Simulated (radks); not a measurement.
**Nuclear size and the levels of Ru**

Aim: how the total energy, the levels and the density at the nucleus of Ru respond when the nuclear radius is scaled.

Method: Dirac Kohn-Sham, exchange-only LDA, spin-unpolarised, spherical densities, finite nucleus; open shells fill j = l - 1/2 first. Code: radks (a radial shooting solver on a logarithmic mesh, Libxc functionals) version 1.

## 1. The atom as given

```
element            : ruthenium (Z = 44)
charge             : 0
electrons          : 44
configuration      : [Kr] 4d7 5s1
nuclear rms radius : 4.4809 fm
```

In the logs a row gives level, spin channel, occupation and eigenvalue; Etot, Ekin, Encl (electron-nucleus), Eh (Hartree) and Exc are energies, all in hartree; err is the last residual, it the number of iterations.

## 2. rms radius 4.4809 fm

Input:

```text
Z 44
configuration [Kr] 4d7 5s1 5p0 6s0
relativity Dirac
functional lda,
spin unpolarised
j_filling energy
nucleus finite rms 4.4809 fm
c 137.035999084
```

Output:

```text
1s1/2   1   2.0000        -804.57690241
2s1/2   1   2.0000        -115.62867134
2p1/2   1   2.0000        -106.90883446
2p3/2   1   4.0000        -102.10591285
3s1/2   1   2.0000         -20.29602755
3p1/2   1   2.0000         -16.91023538
3p3/2   1   4.0000         -16.09510512
3d3/2   1   4.0000         -10.07735378
3d5/2   1   6.0000          -9.91841358
4s1/2   1   2.0000          -2.75917179
4p1/2   1   2.0000          -1.74800238
4p3/2   1   4.0000          -1.62190450
4d3/2   1   4.0000          -0.16180300
4d5/2   1   3.0000          -0.15007142
5s1/2   1   1.0000          -0.13252595
5p1/2   1   0.0000          -0.01776628
5p3/2   1   0.0000          -0.01453201
6s1/2   1   0.0000           0.00004760
Etot -4522.896111678772
Ekin 4708.206461001844
Encl -10952.716907795642
Eh 1846.5411558500302
Exc -124.92682073500404
err 2.1040199503873996e-09
it 15
```

The top filled level is 5s1/2, -3.606 eV.

Radial moments (bohr):

```csv
level,occupation,energy (eV),<r>,outermost maximum (interpolated),90 % within,nodes
4s1/2,2,-75.081,1.018,0.913,1.48,3
4p1/2,2,-47.566,1.107,0.964,1.64,2
4p3/2,4,-44.134,1.139,0.990,1.69,2
4d3/2,4,-4.403,1.711,1.21,2.83,1
4d5/2,3,-4.084,1.743,1.22,2.89,1
5s1/2,1,-3.606,3.435,2.75,5.25,4
5p1/2,0,-0.483,5.677,3.99,9.33,3
5p3/2,0,-0.395,6.011,4.18,9.93,3
```

Radial density 4πr²ρ:

```csv
r (bohr),4πr²ρ (e/bohr)
0.00156,2.168
0.00250,4.880
0.00400,10.45
0.00637,20.45
0.0102,35.73
0.0164,51.37
0.0260,56.01
0.0417,48.73
0.0669,55.56
0.107,69.52
0.171,49.25
0.274,51.61
0.439,39.50
0.698,13.78
1.12,13.05
1.79,4.811
2.87,1.246
4.57,0.2539
7.33,0.01750
```

## 3. rms radius 3.8805 fm

Input: that of step 2 with these lines changed.

```diff
@@ -6,3 +6,3 @@
 j_filling energy
-nucleus finite rms 4.4809 fm
+nucleus finite rms 3.8805 fm
 c 137.035999084
```

Output:

```text
1s1/2   1   2.0000        -804.58442728
2s1/2   1   2.0000        -115.62949043
2p1/2   1   2.0000        -106.90879089
2p3/2   1   4.0000        -102.10585775
3s1/2   1   2.0000         -20.29617386
3p1/2   1   2.0000         -16.91022509
3p3/2   1   4.0000         -16.09509259
3d3/2   1   4.0000         -10.07734353
3d5/2   1   6.0000          -9.91840351
4s1/2   1   2.0000          -2.75919791
4p1/2   1   2.0000          -1.74800049
4p3/2   1   4.0000          -1.62190228
4d3/2   1   4.0000          -0.16180194
4d5/2   1   3.0000          -0.15007039
5s1/2   1   1.0000          -0.13252750
5p1/2   1   0.0000          -0.01776595
5p3/2   1   0.0000          -0.01453169
6s1/2   1   0.0000           0.00004760
Etot -4522.913934534474
Ekin 4708.279908058699
Encl -10952.809286441952
Eh 1846.5425337612246
Exc -124.92708991244581
err 2.1045570138517208e-09
it 15
```

Energy against step 2 (rms radius 4.4809 fm): -0.485 eV. The top filled level is 5s1/2, -3.606 eV.

## 4. rms radius 4.0328 fm

Input: that of step 3 with these lines changed.

```diff
@@ -6,3 +6,3 @@
 j_filling energy
-nucleus finite rms 3.8805 fm
+nucleus finite rms 4.0328 fm
 c 137.035999084
```

Output:

```text
1s1/2   1   2.0000        -804.58260908
2s1/2   1   2.0000        -115.62929252
2p1/2   1   2.0000        -106.90880142
2p3/2   1   4.0000        -102.10587106
3s1/2   1   2.0000         -20.29613851
3p1/2   1   2.0000         -16.91022757
3p3/2   1   4.0000         -16.09509562
3d3/2   1   4.0000         -10.07734601
3d5/2   1   6.0000          -9.91840595
4s1/2   1   2.0000          -2.75919160
4p1/2   1   2.0000          -1.74800095
4p3/2   1   4.0000          -1.62190282
4d3/2   1   4.0000          -0.16180219
4d5/2   1   3.0000          -0.15007064
5s1/2   1   1.0000          -0.13252712
5p1/2   1   0.0000          -0.01776603
5p3/2   1   0.0000          -0.01453177
6s1/2   1   0.0000           0.00004760
Etot -4522.909628071335
Ekin 4708.262106155995
Encl -10952.786910176106
Eh 1846.5422008182616
Exc -124.92702486948494
err 2.1044489500687898e-09
it 15
```

Energy against step 2 (rms radius 4.4809 fm): -0.368 eV. The top filled level is 5s1/2, -3.606 eV.

## 5. rms radius 4.6467 fm

Input: that of step 4 with these lines changed.

```diff
@@ -6,3 +6,3 @@
 j_filling energy
-nucleus finite rms 4.0328 fm
+nucleus finite rms 4.6467 fm
 c 137.035999084
```

Output:

```text
1s1/2   1   2.0000        -804.57465680
2s1/2   1   2.0000        -115.62842691
2p1/2   1   2.0000        -106.90884746
2p3/2   1   4.0000        -102.10592930
3s1/2   1   2.0000         -20.29598388
3p1/2   1   2.0000         -16.91023845
3p3/2   1   4.0000         -16.09510887
3d3/2   1   4.0000         -10.07735684
3d5/2   1   6.0000          -9.91841658
4s1/2   1   2.0000          -2.75916399
4p1/2   1   2.0000          -1.74800295
4p3/2   1   4.0000          -1.62190516
4d3/2   1   4.0000          -0.16180331
4d5/2   1   3.0000          -0.15007173
5s1/2   1   1.0000          -0.13252549
5p1/2   1   0.0000          -0.01776638
5p3/2   1   0.0000          -0.01453211
6s1/2   1   0.0000           0.00004760
Etot -4522.890792897982
Ekin 4708.184649301891
Encl -10952.689446443816
Eh 1846.5407446552722
Exc -124.92674041132999
err 2.104231710373872e-09
it 15
```

E − E(step 2, rms radius 4.4809 fm) = +0.145 eV. The top filled level is 5s1/2, -3.606 eV.

## 6. rms radius 4.9828 fm

Input: that of step 5 with these lines changed.

```diff
@@ -6,3 +6,3 @@
 j_filling energy
-nucleus finite rms 4.6467 fm
+nucleus finite rms 4.9828 fm
 c 137.035999084
```

Output:

```text
1s1/2   1   2.0000        -804.56988433
2s1/2   1   2.0000        -115.62790745
2p1/2   1   2.0000        -106.90887509
2p3/2   1   4.0000        -102.10596424
3s1/2   1   2.0000         -20.29589109
3p1/2   1   2.0000         -16.91024498
3p3/2   1   4.0000         -16.09511682
3d3/2   1   4.0000         -10.07736334
3d5/2   1   6.0000          -9.91842296
4s1/2   1   2.0000          -2.75914743
4p1/2   1   2.0000          -1.74800415
4p3/2   1   4.0000          -1.62190656
4d3/2   1   4.0000          -0.16180398
4d5/2   1   3.0000          -0.15007239
5s1/2   1   1.0000          -0.13252452
5p1/2   1   0.0000          -0.01776659
5p3/2   1   0.0000          -0.01453232
6s1/2   1   0.0000           0.00004760
Etot -4522.879489202811
Ekin 4708.1384343471145
Encl -10952.631224616269
Eh 1846.5398707783274
Exc -124.92656971198451
err 2.103590161735359e-09
it 15
```

Energy against step 2 (rms radius 4.4809 fm): +0.452 eV. 5s1/2 is the highest filled level (-3.606 eV).

## 7. All runs together

```csv
rms radius (fm),total energy shift (eV),density at nucleus (e/bohr³),1s1/2 shift (meV),2s1/2 shift (meV),3s1/2 shift (meV),3p1/2 shift (meV),4s1/2 shift (meV)
3.8805,-0.485,1.115e+05,-205,-22.3,-3.98,0.280,-0.711
4.0328,-0.368,1.11e+05,-155,-16.9,-3.02,0.212,-0.539
4.4809,0,1.096e+05,0,0,0,0,0
4.6467,0.145,1.091e+05,61.1,6.65,1.19,-0.0836,0.212
4.9828,0.452,1.082e+05,191,20.8,3.71,-0.261,0.663
```

In words: Shifts are against the first run. Over the range the 1s1/2 level moves by 0.396 eV and the 4s1/2 level by 1.37 meV. A larger nucleus binds the 1s electrons less and lowers the density at its centre. These are shifts of eigenvalues, not the field shifts of spectral lines.
